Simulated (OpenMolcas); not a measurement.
**A workflow on CH6BSb (SMILES C[BH][SbH2])**

Wanted: a single-point energy (HF/ANO-RCC-MB), then a single-point energy (CASSCF(2,2)/ANO-RCC-VDZP), then an energy scan (CASPT2(2,2)/ANO-RCC-VDZP), then an energy scan (SC-NEVPT2(2,2)/ANO-RCC-VDZP), then the energy along one coordinate (MC-PDFT[tPBE](2,2)/ANO-RCC-VDZP) of CH6BSb. 

Program for the calculation: OpenMolcas 26.06.

### 1 The molecule

CH6BSb has 9 atoms, charge 0, and is taken as a singlet. SMILES: `C[BH][SbH2]`. The shape is that of a PBE0-D4/def2-TZVP optimisation. This is one conformer, not always the lowest.

Bond lengths: C1–B2 1.551 Å, B2–Sb3 2.227 Å, C1–H4 1.102 Å, C1–H5 1.095 Å, C1–H6 1.091 Å, B2–H7 1.199 Å, Sb3–H8 1.703 Å, Sb3–H9 1.705 Å. Some angles: C1–B2–Sb3 123.7°, C1–B2–H7 119.7°, Sb3–B2–H7 116.5°, B2–C1–H4 105.1°, B2–C1–H5 112.5°, B2–C1–H6 116.5°, B2–Sb3–H8 95.0°, B2–Sb3–H9 95.1°, H4–C1–H5 104.9°, H4–C1–H6 107.2°.

### 2 The energy at HF/ANO-RCC-MB (DKH2) (run 1)

File mol.xyz:

```xyz
9

C     -0.696500     0.976700    -0.600500
B      0.386200    -0.132200    -0.547000
Sb     1.415200    -0.767000     1.323700
H     -1.637800     0.449300    -0.824500
H     -0.551700     1.662600    -1.441500
H     -0.856700     1.545300     0.316400
H      0.752700    -0.653500    -1.562200
H      1.258000    -2.435000     1.019200
H      0.019000    -0.692400     2.299200
```

File step1.input:

```
* CH6BSb Hartree-Fock

&GATEWAY
 COORD = mol.xyz
 BASIS = ANO-RCC-MB
 GROUP = NoSym

&SEWARD

&SCF
 PRORBITALS = 0

&LOCALISATION
 OCCUPIED
 FREEZE
 PIPEK-MEZEY

&LOCALISATION
 FILEORB = $Project.LocOrb
 VIRTUAL
 PIPEK-MEZEY
```

On the command line:

```console
$ export MOLCAS_MEM=1860
$ pymolcas step1.input > step1.log
```

The program printed:

```text
--- Start Module: gateway ---
[...]
--- Stop Module: gateway /rc=_RC_ALL_IS_WELL_ ---
[...]
      Basis functions           43
[...]
       Convergence after  10 Iterations
[...]
::    Total SCF energy                              -6542.3858260396
[...]
      Total spin, S                                     0.0000000000
[...]
      Total electronic charge=   68.000000
      Total            charge=   -0.000000
[...]
      Dipole Moment (debye):
      Origin of the operator (angstrom)=    1.1068   -0.5508    0.9777
                   X= -1.1469E+00               Y=  2.5336E-01               Z= -6.0420E-01           Total=  1.3208E+00
      Quadrupole Moment (debye*angstrom):
[...]
--- Start Module: localisation ---
[...]
--- Stop Module: localisation /rc=_RC_ALL_IS_WELL_ ---
--- Start Module: localisation ---
[...]
--- Stop Module: localisation /rc=_RC_ALL_IS_WELL_ ---
[...]
```

Wall time 5.4 s (1 thread of Intel Xeon 6975P-C (Granite Rapids), shared host); peak memory 0.41 GiB.

### 3 The energy at CASSCF(2,2)/ANO-RCC-VDZP (DKH2, RICD fitting) (run 2)

mol.xyz is that of step 2.

File step2.input:

```
&GATEWAY
Coord=mol.xyz
Basis=ANO-RCC-MB
Group=NoSym
&SEWARD
&RASSCF
FileOrb=$CurrDir/step1.LocOrb
Alter=2
1 32 34
1 35 38
Spin=1
Nactel=2 0 0
Inactive=33
Ras2=2
OrbListing=Nothing
>>> COPY $Project.RunFile RUNFIL1
>>> COPY $Project.RasOrb INPORB
&GATEWAY
Coord=mol.xyz
Basis=ANO-RCC-VDZP
Group=NoSym
RICD
&SEWARD
>>> COPY $Project.RunFile RUNFIL2
&EXPBAS
&RASSCF
FileOrb=$Project.ExpOrb
Spin=1
Nactel=2 0 0
Inactive=33
Ras2=2
OrbListing=Nothing
```

On the command line:

```console
$ export MOLCAS_MEM=1860
$ pymolcas step2.input > step2.log
```

The program printed:

```text
--- Start Module: gateway ---
[...]
--- Stop Module: gateway /rc=_RC_ALL_IS_WELL_ ---
[...]
      Basis functions           43
[...]
      Number of active orbitals                  2
[...]
      Spin quantum number                      0.0
[...]
      Active orbitals                            2
[...]
      Number of CSFs                             3
[...]
      Number of root(s) required                 1
[...]
      Convergence after 10 iterations
[...]
      printout of CI-coefficients larger than  0.05 for root  1
      energy=   -6542.403744
      conf/sym  11     Coeff  Weight
             1  20   0.98984 0.97979
             3  02  -0.14216 0.02021
      Natural orbitals and occupation numbers for root  1
      sym 1:   1.959581   0.040419
      ************************************************************************************************************************
      *                                                    Final results                                                     *
[...]
::    RASSCF root number  1 Total energy:  -6542.40374373
[...]
      Basis functions          101
[...]
--- Start Module: expbas ---
[...]
--- Stop Module: expbas /rc=_RC_ALL_IS_WELL_ ---
--- Start Module: rasscf ---
[...]
      Convergence after 14 iterations
[...]
      Natural orbitals and occupation numbers for root  1
      sym 1:   1.969476   0.030524
      ************************************************************************************************************************
      *                                                    Final results                                                     *
[...]
::    RASSCF root number  1 Total energy:  -6542.55211013
[...]
      Total electronic charge=   68.000000
      Total            charge=   -0.000000
[...]
      Dipole Moment (debye):
      Origin of the operator (angstrom)=    1.1068   -0.5508    0.9777
                   X= -7.6340E-01               Y=  5.9604E-01               Z= -9.6336E-01           Total=  1.3661E+00
      Quadrupole Moment (debye*angstrom):
[...]
--- Stop Module: rasscf /rc=_RC_ALL_IS_WELL_ ---
[...]
```

Run time: 25 s. Hardware: 1 thread of Intel Xeon 6975P-C (Granite Rapids), shared host; peak memory 0.41 GiB.

### 4 The energy along one coordinate at CASPT2(2,2)/ANO-RCC-VDZP (DKH2, RICD fitting, ipea shift 0.25 Eh, pt2 variant SS) (run 3)

File step3.input:

```
* CH6BSb CASPT2
>>> COPY $CurrDir/step2.RasOrb $Project.RasOrb
>>> ForEach K in (1, 2, 3, 4, 5, 6, 7, 8, 9)
&GATEWAY
COORD = $CurrDir/point$K.xyz
BASIS = ANO-RCC-VDZP
GROUP = NoSym
RICD
&SEWARD
&RASSCF
FILEORB = $Project.RasOrb
SPIN = 1
NACTEL = 2 0 0
INACTIVE = 33
RAS2 = 2
ORBLISTING = Nothing
&CASPT2
IMAGINARY = 0.2
FROZEN = 20
>>> EndDo
```

On the command line:

```console
$ export MOLCAS_MEM=1860
$ pymolcas step3.input > step3.log
```

The program printed:

```text
[...]
      Basis functions          101
[...]
      Number of active orbitals                  2
[...]
      Spin quantum number                      0.0
[...]
      Active orbitals                            2
[...]
      Number of CSFs                             3
[...]
      Number of root(s) required                 1
[...]
      Convergence after 11 iterations
[...]
      Natural orbitals and occupation numbers for root  1
      sym 1:   1.979230   0.020770
      ************************************************************************************************************************
      *                                                    Final results                                                     *
[...]
::    RASSCF root number  1 Total energy:  -6542.54002190
[...]
::    CASPT2 Root  1     Total energy:  -6543.20992364
[...]
      Convergence after 11 iterations
[...]
      Natural orbitals and occupation numbers for root  1
      sym 1:   1.969463   0.030537
      ************************************************************************************************************************
      *                                                    Final results                                                     *
[...]
      Convergence after 15 iterations
[...]
      Natural orbitals and occupation numbers for root  1
      sym 1:   1.668318   0.331682
      ************************************************************************************************************************
      *                                                    Final results                                                     *
[...]
      Convergence after 15 iterations
[...]
      Natural orbitals and occupation numbers for root  1
      sym 1:   1.422557   0.577443
      ************************************************************************************************************************
      *                                                    Final results                                                     *
[...]
      Convergence after 14 iterations
[...]
      Natural orbitals and occupation numbers for root  1
      sym 1:   1.191092   0.808908
      ************************************************************************************************************************
      *                                                    Final results                                                     *
[...]
::    RASSCF root number  1 Total energy:  -6542.45487325
[...]
::    CASPT2 Root  1     Total energy:  -6543.11264819
[...]
      Convergence after 12 iterations
[...]
::    RASSCF root number  1 Total energy:  -6542.45353883
[...]
::    CASPT2 Root  1     Total energy:  -6543.11067142
[...]
```

Run time: 2.8 min. Hardware: 1 thread of Intel Xeon 6975P-C (Granite Rapids), shared host; peak memory 0.37 GiB.

The scan, from its lowest point:

```csv
H8–Sb3 (Å),energy (kJ/mol)
1.533,25.6
1.703,0.0
1.873,16.0
2.129,70.6
2.469,149.1
2.895,220.7
3.406,263.4
4.087,281.0
5.109,286.2
```

### 5 The energy along one coordinate at SC-NEVPT2(2,2)/ANO-RCC-VDZP (DKH2, RICD fitting, pt2 variant SC-NEVPT2) (run 4)

File step4.input:

```
* CH6BSb NEVPT2
>>> COPY $CurrDir/step2.RasOrb $Project.RasOrb
>>> ForEach K in (1, 2, 3, 4, 5, 6, 7, 8, 9)

&GATEWAY
 Coord = $CurrDir/point$K.xyz
 Basis = ANO-RCC-VDZP
 Group = NoSym
 RICD

&SEWARD

&RASSCF
 FileOrb = $Project.RasOrb
 Spin = 1
 Nactel = 2 0 0
 Inactive = 33
 Ras2 = 2
 OrbListing = Nothing

&CASPT2
 SC-NEVPT2
 Frozen = 20
>>> EndDo
```

On the command line:

```console
$ export MOLCAS_MEM=1860
$ pymolcas step4.input > step4.log
```

The program printed:

```text
[...]
      Basis functions          101
[...]
      Number of active orbitals                  2
[...]
      Spin quantum number                      0.0
[...]
      Active orbitals                            2
[...]
      Number of CSFs                             3
[...]
      Number of root(s) required                 1
[...]
      Convergence after 11 iterations
[...]
      printout of CI-coefficients larger than  0.05 for root  1
      energy=   -6542.540022
      conf/sym  11     Coeff  Weight
             1  20   0.99479 0.98961
             3  02  -0.10191 0.01039
      Natural orbitals and occupation numbers for root  1
      sym 1:   1.979230   0.020770
      ************************************************************************************************************************
      *                                                    Final results                                                     *
[...]
::    RASSCF root number  1 Total energy:  -6542.54002190
[...]
      E2 (Variational):          -0.6656592533
[...]
::    SC-NEVPT2 Root  1     Total energy:  -6543.20562920
[...]
      Convergence after 11 iterations
[...]
      Natural orbitals and occupation numbers for root  1
      sym 1:   1.969463   0.030537
      ************************************************************************************************************************
      *                                                    Final results                                                     *
[...]
      Convergence after 15 iterations
[...]
      Natural orbitals and occupation numbers for root  1
      sym 1:   1.668318   0.331682
      ************************************************************************************************************************
      *                                                    Final results                                                     *
[...]
      Convergence after 15 iterations
[...]
      Natural orbitals and occupation numbers for root  1
      sym 1:   1.422557   0.577443
      ************************************************************************************************************************
      *                                                    Final results                                                     *
[...]
      Convergence after 14 iterations
[...]
::    RASSCF root number  1 Total energy:  -6542.45487325
[...]
::    SC-NEVPT2 Root  1     Total energy:  -6543.11252644
[...]
      Convergence after 12 iterations
[...]
::    RASSCF root number  1 Total energy:  -6542.45353883
[...]
      E2 (Variational):          -0.6571858758
[...]
      Reference weight:           0.83999
[...]
::    SC-NEVPT2 Root  1     Total energy:  -6543.11072470
[...]
```

Wall time 2.8 min (1 thread of Intel Xeon 6975P-C (Granite Rapids), shared host); peak memory 0.37 GiB.

The scan, from its lowest point:

```csv
H8–Sb3 (Å),energy (kJ/mol)
1.533,28.0
1.703,0.0
1.873,14.2
2.129,67.0
2.469,143.9
2.895,214.3
3.406,255.6
4.087,272.4
5.109,277.2
```

### 6 An energy scan at MC-PDFT[tPBE](2,2)/ANO-RCC-VDZP (DKH2, RICD fitting) (run 5)

File step5.input:

```
* CH6BSb MC-PDFT
>>> COPY $CurrDir/step2.RasOrb $Project.RasOrb
>>> ForEach K in (1, 2, 3, 4, 5, 6, 7, 8, 9)
&gateway
coord
$CurrDir/point$K.xyz
basis
ANO-RCC-VDZP
group
NoSym
ricd
&seward
&rasscf
fileorb
$Project.RasOrb
spin
1
nactel
2 0 0
inactive
33
ras2
2
orblisting
Nothing
&mcpdft
ksdft
T:PBE
>>> EndDo
```

On the command line:

```console
$ export MOLCAS_MEM=1860
$ pymolcas step5.input > step5.log
```

The program printed:

```text
--- Start Module: gateway ---
[...]
      Basis functions          101
[...]
      Number of active orbitals                  2
[...]
      Spin quantum number                      0.0
[...]
      Active orbitals                            2
[...]
      Number of CSFs                             3
[...]
      Number of root(s) required                 1
[...]
      Convergence after 11 iterations
[...]
      printout of CI-coefficients larger than  0.05 for root  1
      energy=   -6542.540022
      conf/sym  11     Coeff  Weight
             1  20   0.99479 0.98961
             3  02  -0.10191 0.01039
      Natural orbitals and occupation numbers for root  1
      sym 1:   1.979230   0.020770
      ************************************************************************************************************************
      *                                                    Final results                                                     *
[...]
::    RASSCF root number  1 Total energy:  -6542.54002190
[...]
::    MCPDFT root number  1 Total energy:  -6545.32967863
[...]
      Convergence after 11 iterations
[...]
      Natural orbitals and occupation numbers for root  1
      sym 1:   1.969463   0.030537
      ************************************************************************************************************************
      *                                                    Final results                                                     *
[...]
      Convergence after 15 iterations
[...]
      Natural orbitals and occupation numbers for root  1
      sym 1:   1.668318   0.331682
      ************************************************************************************************************************
      *                                                    Final results                                                     *
[...]
      Convergence after 15 iterations
[...]
      Natural orbitals and occupation numbers for root  1
      sym 1:   1.422557   0.577443
      ************************************************************************************************************************
      *                                                    Final results                                                     *
[...]
      Convergence after 14 iterations
[...]
::    RASSCF root number  1 Total energy:  -6542.45487325
[...]
::    MCPDFT root number  1 Total energy:  -6545.23043615
[...]
      Convergence after 12 iterations
[...]
::    RASSCF root number  1 Total energy:  -6542.45353883
[...]
      Total electronic charge=   68.000000
      Total            charge=   -0.000000
[...]
::    MCPDFT root number  1 Total energy:  -6545.22951755
[...]
```

It took 2.8 min on 1 thread of Intel Xeon 6975P-C (Granite Rapids), shared host; peak memory 0.37 GiB.

The scan, from its lowest point:

```csv
H8–Sb3 (Å),energy (kJ/mol)
1.533,28.8
1.703,0.0
1.873,12.4
2.129,63.4
2.469,143.4
2.895,222.0
3.406,270.9
4.087,289.4
5.109,291.8
```

### 7 Summary of results

| quantity | value |
| --- | --- |
| run 1, HF/ANO-RCC-MB: total energy | -6542.38583 Eh |
| run 1, HF/ANO-RCC-MB: dipole moment | 1.32 D |
| run 1, HF/ANO-RCC-MB: HOMO energy | -9.81 eV |
| run 1, HF/ANO-RCC-MB: LUMO energy | 1.97 eV |
| run 1, HF/ANO-RCC-MB: HOMO–LUMO gap | 11.78 eV |
| run 2, CASSCF(2,2)/ANO-RCC-VDZP: total energy | -6542.55211 Eh |
| run 2, CASSCF(2,2)/ANO-RCC-VDZP: dipole moment (CASSCF density) | 1.37 D |
| run 3, CASPT2(2,2)/ANO-RCC-VDZP: lowest energy of the scan | -6543.21968 Eh |
| run 4, SC-NEVPT2(2,2)/ANO-RCC-VDZP: lowest energy of the scan | -6543.21630 Eh |
| run 5, MC-PDFT[tPBE](2,2)/ANO-RCC-VDZP: lowest energy of the scan | -6545.34066 Eh |

In words: Mulliken charges (run 1, HF/ANO-RCC-MB) run from -0.64 on C1 to +0.17 on H4; they depend strongly on the basis.
